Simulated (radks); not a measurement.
# The series with 11 electrons, Mg⁺ to Cr¹³⁺

The task here is to estimate one member of a computed series from the others.

The numbers are computed with radks (a radial shooting solver on a logarithmic mesh, Libxc functionals) version 1 (Dirac Kohn-Sham, LDA (Slater exchange, Perdew-Wang correlation), spin-unpolarised, spherical densities, point nucleus), except any that are marked as measured or tabulated.

**What is computed**

| Property | Result |
| --- | --- |
| electrons | 11 |
| ions | Mg⁺, Al²⁺, Si³⁺, P⁴⁺, S⁵⁺, Cl⁶⁺, Ar⁷⁺, K⁸⁺, Ca⁹⁺, Sc¹⁰⁺, Ti¹¹⁺, V¹²⁺, Cr¹³⁺ |
| configuration | [Ne] 3s1 |

Outer shells as boxes (Hund's rule):

[Ne] 3s1
```
[Ne] core
3s [↑ ]
```

Set-up of the first run:

Input:

```text
Z 12
configuration [Ne] 3s1
relativity Dirac
functional lda,pw
spin unpolarised
j_filling average
nucleus point
c 137.035999084
```

Among the steps run: Mg⁺; Al²⁺; Si³⁺; P⁴⁺; S⁵⁺; Cl⁶⁺; Ar⁷⁺; K⁸⁺; Ca⁹⁺; Sc¹⁰⁺; Ti¹¹⁺; V¹²⁺; Cr¹³⁺.

One of the session's tables, all rows but one given; the rest of the session is left out.

```
  ion  E (hartree)  ε(1s1/2) (eV)  ε(2p1/2) (eV)  ε(2p3/2) (eV)  ε(3s1/2) (eV)
  Mg⁺   -199.15989        -1262.6        -56.012        -55.723        -11.521
 Al²⁺   -240.83976        -1525.4        -90.667        -90.222        -23.929
 Si³⁺   -286.68796        -1816.0        -132.51        -131.86        -39.688
  P⁴⁺            ?              ?              ?              ?              ?
  S⁵⁺   -390.89513        -2480.7        -237.35        -236.06        -80.821
 Cl⁶⁺   -449.26410        -2854.7        -300.26        -298.52        -106.10
 Ar⁷⁺   -511.81939        -3256.5        -370.14        -367.85        -134.50
  K⁸⁺   -578.56948        -3686.2        -447.01        -444.04        -166.01
 Ca⁹⁺   -649.52378        -4143.8        -530.86        -527.07        -200.62
Sc¹⁰⁺   -724.69257        -4629.4        -621.72        -616.94        -238.34
Ti¹¹⁺   -804.08694        -5143.1        -719.60        -713.64        -279.16
 V¹²⁺   -887.71870        -5684.9        -824.51        -817.19        -323.10
Cr¹³⁺   -975.60048        -6255.0        -936.48        -927.56        -370.15
```

**Question.** Estimate the row for P⁴⁺.

As computed: E (hartree): -336.70508; ε(1s1/2) (eV): -2134.5; ε(2p1/2) (eV): -181.43; ε(2p3/2) (eV): -180.50; ε(3s1/2) (eV): -58.672. In the column «E (hartree)» it lies between S⁵⁺ (-390.89513) and Si³⁺ (-286.68796).

The configuration is held, so it need not be the ground state of every ion.
